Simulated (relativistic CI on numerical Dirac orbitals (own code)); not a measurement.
# Os⁺: 5d valence photoemission multiplets

Wanted: the shape of the 5d valence photoemission spectrum of Os⁺ in 3 surroundings, from the same atomic integrals.

Program: relativistic CI on numerical Dirac orbitals (own code) version 1. Level of theory: Dirac-Coulomb-Breit CI, KLI orbitals optimised for each configuration, model QED (radiative potential, 1s self-energy scaled to tabulated hydrogen-like ionisation energies), valence Slater integrals scaled by 0.7, multiplet model of photoemission in the sudden approximation in a parametric crystal field. These are calculated values, not measurements, unless marked.

### Step 1. What is computed

```
ion            : Os⁺ (Os II)
nuclear charge : 76
electrons      : 75
configurations : [Xe] 4f14 5d7 → [Xe] 4f14 5d6
temperature    : 300 K
widths         : Lorentz 0.42 eV, Gauss 0.5 eV
surrounding 1  : Td, 10Dq = -7600 cm⁻¹
surrounding 2  : Td, 10Dq = -7250 cm⁻¹
surrounding 3  : D3d, 10Dq = 18650, Dsigma = -960, Dtau = -90 cm⁻¹
```

### Step 2. Surrounding 1: Td, 10Dq = -7600

The run's settings:

```ini
atom Os  Z=76  charge=1  electrons=75
nucleus A=192  rms_radius_fm=5.4126
hamiltonian dirac-coulomb  breit=on  qed=on  c_scale=1
orbitals kli  potential=per-configuration
slater_scale 0.7
correlation none
mixing on
configurations
  [Xe] 4f14 5d7
  [Xe] 4f14 5d6
end
photoemission 5d valence T=300 lorentz=0.42 gauss=0.5
crystal_field Td 10Dq=-7600
```

### Step 3. Surrounding 2: Td, 10Dq = -7250

The settings differ from step 2 so:

```diff
@@ -12,2 +12,2 @@
 photoemission 5d valence T=300 lorentz=0.42 gauss=0.5
-crystal_field Td 10Dq=-7600
+crystal_field Td 10Dq=-7250
```

### Step 4. Surrounding 3: D3d, 10Dq = 18650, Dsigma = -960, Dtau = -90

The settings differ from step 3 so:

```diff
@@ -12,2 +12,2 @@
 photoemission 5d valence T=300 lorentz=0.42 gauss=0.5
-crystal_field Td 10Dq=-7250
+crystal_field D3d 10Dq=18650 Dsigma=-960 Dtau=-90
```

(Steps that only read results are left out.)

Q: Predict the outcome of this session. Wanted: highest peak, first run; ground spin.

As calculated:

| surrounding | ground S | centroid (eV) | spread (eV) | up to four highest peaks (% of the highest), eV |
| --- | --- | --- | --- | --- |
| 1: Td | 1.45 | 15.92 | 0.87 | 15.1 (100), 16.0 (89) |
| 2: Td | 1.45 | 15.91 | 0.88 | 15.1 (100), 16.1 (90) |
| 3: D3d | 0.65 | 16.06 | 1.10 | 14.2 (41), 15.7 (90), 16.4 (100) |

| quantity | value |
| --- | --- |
| highest peak, first run | 15.1 eV |
| ground spin (effective S from ⟨S²⟩) | 0.65 to 1.45 |

What this shows: The ground spin changes between the runs (1.45 to 0.65), and the line shape with it. The position of the maximum differs by up to 1.3 eV between the surroundings, by shifts of peaks or by peaks exchanging rank. Energies are those of the free ion without screening by ligands; binding energies in solids differ by tens of eV.
